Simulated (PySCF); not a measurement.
# DyH2O (Dy(H2O)3+): the cost of one run

Method: PBE0, Dy lcecp-1-SVP with ECP55, O def2-SVP, H def2-SVP; scalar-relativistic core potentials, no spin–orbit coupling; program: PySCF 2.14.0.

3 further runs of the same task are left out: 2 for a known fault of the program, 1 that didn't finish.

## 1. The starting structure

4 atoms, charge 3, spin multiplicity 1.

Bond lengths: Dy1–O2 2.447 Å, O2–H3 0.970 Å, O2–H4 0.970 Å. Angles: Dy1–O2–H3 127.5°, Dy1–O2–H4 127.5°, H3–O2–H4 105.1°.

As a file:

```xyz
4
DyH2O
Dy    0.0000    0.0000    0.0000
O     0.0000    0.0000    2.4475
H     0.7700    0.0000    3.0375
H    -0.7700    0.0000    3.0375
```

Formal oxidation states: Dy +3. Each metal's 9 4f electrons lie in its core potential, so multiplicities, spins and levels count the valence alone.

## 2. SCF at the start, singlet

The input, run.py (the lines that set the calculation):

```python
mol = gto.M(atom='''
Dy     0.00000     0.00000     0.00000
O      0.00000     0.00000     2.44750
H      0.77000     0.00000     3.03750
H     -0.77000     0.00000     3.03750''',
    basis={'Dy': 'lcecp-1-SVP', 'O': 'def2-SVP', 'H': 'def2-SVP'},
    ecp={'Dy': 'lcecp-1-SVP'},
    charge=3, spin=0)
mf = dft.RKS(mol, xc='PBE0')
mf.grids.atom_grid = (50, 194)  # f atoms: unpruned, at least (60, 302)
mf = mf.density_fit()  # fitting sets: Dy AutoAux, O def2-universal-JKFIT, H def2-universal-JKFIT
mf.conv_tol = 1e-08; mf.max_cycle = 55
mf.kernel(dm0)  # dm0: free metal ions and neutral atoms
```

Launch:

```bash
$ OMP_NUM_THREADS=2 python run.py
```

**Question.** How long does this run take on 2 threads of Arm Neoverse V1, shared host, and how much memory does it need?

About 2 s, with a peak of 0.33 GiB.
